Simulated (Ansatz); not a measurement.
# SrW2: the cost of one run

Computed with Ansatz 0.2.0 (DFT PBE, scalar-relativistic, plane waves, PAW, unless a step's input says otherwise).

### 1 Starting point

It takes space group P-3m1 (No. 164, trigonal). Conventional cell: a = 5.014 Å, b = 5.014 Å, c = 3.168 Å, α = 90.00°, β = 90.00°, γ = 120.00°. Sr (site symmetry -3m) has 6 W at 2.90 Å and 2 Sr at 3.17 Å as nearest neighbours. Around W (site symmetry 3m) lie 3 Sr at 2.90 Å and 5 W at 2.91 to 3.17 Å.

Coordinates:

```
Sr W
1.0
     5.01364    0.00000    0.00000
    -2.50682    4.34194    0.00000
     0.00000    0.00000    3.16768
Sr W
1 2
Direct
  0.00000 0.00000 0.00000
  0.66667 0.33333 0.95584
  0.33333 0.66667 0.04416
```

Recipe of the guess: species swapped into a database cell of TbHg2 (P-3m1, No. 164), with Sr on the Tb sites and W on the Hg sites. Its size is a rough estimate.

### 2 Probe: one point on a coarse mesh

Contents of input.yaml:

```yaml
crystal:
  lattice:
    - [5.01363966, 0.0, 0.0]
    - [-2.50681983, 4.34193931, 0.0]
    - [0.0, 0.0, 3.16767921]
  atoms:
    - { symbol: Sr, position: [0.0, 0.0, 0.0] }
    - { symbol: W, position: [0.66666667, 0.33333333, 0.95583999] }
    - { symbol: W, position: [0.33333333, 0.66666667, 0.04416001] }
basis:
  ecutwfc: 420
kpoints:
  mp_grid: { grid: [6, 6, 6] }
hamiltonian:
  xc: pbe
scf:
  occupations: { method: gaussian, width: 0.1 }
  lower_state_search: "off"
output:
  forces: true
  stress: true
  eigenvalues: true
```

Run with:

```
$ ansatz run input.yaml --threads 1 --pin off --max-ram 2048MiB --backend cpu --events-out ev --progress --plain --runs-dir out
```

What time and memory should one allow on 1 thread of Arm Neoverse V2, shared host?

About 2.4 s, with a peak of 0.34 GiB.
